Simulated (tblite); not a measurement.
# C5H10O3Si: the cost of one run

Computed with tblite 0.8.0 and PySCF 2.14.0, with density-fitted response routines of our own, on a single molecule in the gas phase. Atoms are numbered from 0 throughout.

### 1 The starting structure

19 atoms, charge 0, multiplicity 1; geometry from: force field or distance geometry start.

Bonds of the start (Å): O0–C1 1.20, C1–C2 1.53, C2–O3 1.43, O3–C4 1.45, C4–C5 1.53, C5–C6 1.53, C6–O7 1.41, C4–Si8 1.94, Si8–C1 1.90, C2–H9 1.10, C2–H10 1.09, C4–H11 1.10, C5–H12 1.10, C5–H13 1.10, C6–H14 1.10, C6–H15 1.10, O7–H16 0.97, Si8–H17 1.49, Si8–H18 1.50.

### 2 Geometry optimisation with GFN2-xTB

What the job is given:

```
{"job": {"kind": "relax", "xc": "GFN2-xTB", "basis": "xTB"}, "charge": 0, "multiplicity": 1}
O     -3.533300     0.273500    -1.168200
C     -2.557400     0.120400    -0.483200
C     -2.456300    -0.329800     0.980500
O     -1.177500    -0.026400     1.535900
C     -0.126900    -0.264700     0.569100
C      1.134000     0.435600     1.071900
C      2.428400    -0.083500     0.447000
O      2.429100     0.128400    -0.946700
Si    -0.796100     0.296400    -1.163400
H     -3.225400     0.200400     1.569700
H     -2.645600    -1.406800     1.036000
H      0.027100    -1.351200     0.523200
H      1.052400     1.518500     0.911800
H      1.211600     0.305500     2.159600
H      3.283500     0.449900     0.879500
H      2.544200    -1.156400     0.656400
H      3.303800    -0.128200    -1.279200
H     -0.461300    -0.689400    -2.234400
H     -0.444100     1.717400    -1.472400
```

The run is started by

```console
$ OMP_NUM_THREADS=1 python probes_run.py task.json out
```

The driver reads the jobs from task.json and runs them one after another.

Q: Estimate the wall time of this first job on 1 thread of Arm Neoverse N1, shared host.

About 1.4 s.
